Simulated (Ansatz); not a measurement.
# Si: the cost of one run

Program: Ansatz 0.2.0. Level of theory: DFT LDA, scalar-relativistic, plane waves, PAW. These are calculated values, not measurements.

2 further runs of the same task are left out: 2 set aside as unsound or not needed.

### 1 The system as given

Symmetry: Ia-3, No. 206, cubic system. The conventional cell has a = 6.565 Å, b = 6.565 Å, c = 6.565 Å, α = 90.00°, β = 90.00°, γ = 90.00°. Si (site symmetry 3) has 4 Si at 2.33 to 2.36 Å in its first shell of neighbours.

Coordinates:

```cif
data_structure
_symmetry_space_group_name_H-M 'P 1'
_symmetry_Int_Tables_number 1
_cell_length_a 5.6854
_cell_length_b 5.6854
_cell_length_c 5.6854
_cell_angle_alpha 109.471
_cell_angle_beta 109.471
_cell_angle_gamma 109.471
_cell_volume 141.47
loop_
_atom_site_label
_atom_site_type_symbol
_atom_site_fract_x
_atom_site_fract_y
_atom_site_fract_z
_atom_site_occupancy
Si1 Si 0.20494 0.20494 0.20494 1
Si2 Si 0.50000 0.00000 0.29506 1
Si3 Si 0.29506 0.50000 0.00000 1
Si4 Si 0.00000 0.29506 0.50000 1
Si5 Si 0.79506 0.79506 0.79506 1
Si6 Si 0.50000 0.00000 0.70494 1
Si7 Si 0.70494 0.50000 0.00000 1
Si8 Si 0.00000 0.70494 0.50000 1
```

This cell was relaxed beforehand with the same method: volume 17.68 Å³/atom, gap on the mesh none (metal).

### 2 Zone-centre modes

Input file input.yaml:

```yaml
crystal:
  lattice:
    - [-3.2824525811, 3.2824525811, 3.2824525811]
    - [3.2824525811, -3.2824525811, 3.2824525811]
    - [3.2824525811, 3.2824525811, -3.2824525811]
  atoms:
    - { symbol: Si, position: [0.2049358533, 0.2049358533, 0.2049358533] }
    - { symbol: Si, position: [0.5, 0.0, 0.2950641467] }
    - { symbol: Si, position: [0.2950641467, 0.5, 0.0] }
    - { symbol: Si, position: [0.0, 0.2950641467, 0.5] }
    - { symbol: Si, position: [0.7950641467, 0.7950641467, 0.7950641467] }
    - { symbol: Si, position: [0.5, 0.0, 0.7049358533] }
    - { symbol: Si, position: [0.7049358533, 0.5, 0.0] }
    - { symbol: Si, position: [0.0, 0.7049358533, 0.5] }
basis:
  ecutwfc: 420
kpoints:
  mp_grid: { grid: [8, 8, 8] }
hamiltonian:
  xc: lda
scf:
  occupations: { method: fermi_dirac, width: 0.15 }
output:
  eigenvalues: true
phonons:
  method: dfpt
  eigenvectors: true
```

On the command line:

```sh
> ansatz run input.yaml --threads 4 --pin off --max-ram 12288MiB --backend cpu --events-out ev --progress --plain --runs-dir out
```

Q: Estimate wall time and peak memory on 4 threads of Oxide Virtual Turin-like (Zen 5), shared host.

About 42 s, with a peak of 3.2 GiB.
